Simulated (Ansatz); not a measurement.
# CH2O2Se: the cost of one run

Program: Ansatz 0.2.0. Level of theory: RHF/def2-SVP. These are calculated values, not measurements.

**1. The system as given**

Bond lengths: O1–C2 1.190 Å, C2–O3 1.322 Å, C2–Se4 1.909 Å, O3–H5 0.971 Å, Se4–H6 1.444 Å. Angles: O1–C2–O3 127.6°, O1–C2–Se4 124.3°, O3–C2–Se4 108.1°, C2–O3–H5 112.2°, C2–Se4–H6 93.7°.

Coordinates:

```xyz
6

O    -0.3924   -0.7079    1.0939
C     0.0939   -0.1631    0.1540
O     1.3181   -0.3147   -0.3213
Se   -0.8149    1.1094   -0.9414
H     1.8353   -0.9537    0.1955
H    -2.0400    1.0299   -0.1808
```

**2. End point A**

input.yaml reads:

```yaml
crystal:
  periodic: [false, false, false]
  atoms:
    - { symbol: O, position_ang: [-0.39237, -0.70787, 1.09395] }
    - { symbol: C, position_ang: [0.0939, -0.16306, 0.15398] }
    - { symbol: O, position_ang: [1.3181, -0.31473, -0.32131] }
    - { symbol: Se, position_ang: [-0.81492, 1.10944, -0.94135] }
    - { symbol: H, position_ang: [1.83529, -0.95372, 0.19549] }
    - { symbol: H, position_ang: [-2.04, 1.02993, -0.18076] }
basis:
  gaussian: { orbitals: def2-SVP }
hamiltonian:
  xc: hf
relax:
  f_tol: 0.015
  max_steps: 40
```

Run with:

```console
$ ansatz run input.yaml --threads 1 --pin off --max-ram 2048MiB --backend cpu --events-out ev --progress --plain --runs-dir out
```

**Question.** How long does this run take on 1 thread of Arm Neoverse V1, shared host, and how much memory does it need?

About 13 s, with a peak of 0.16 GiB.
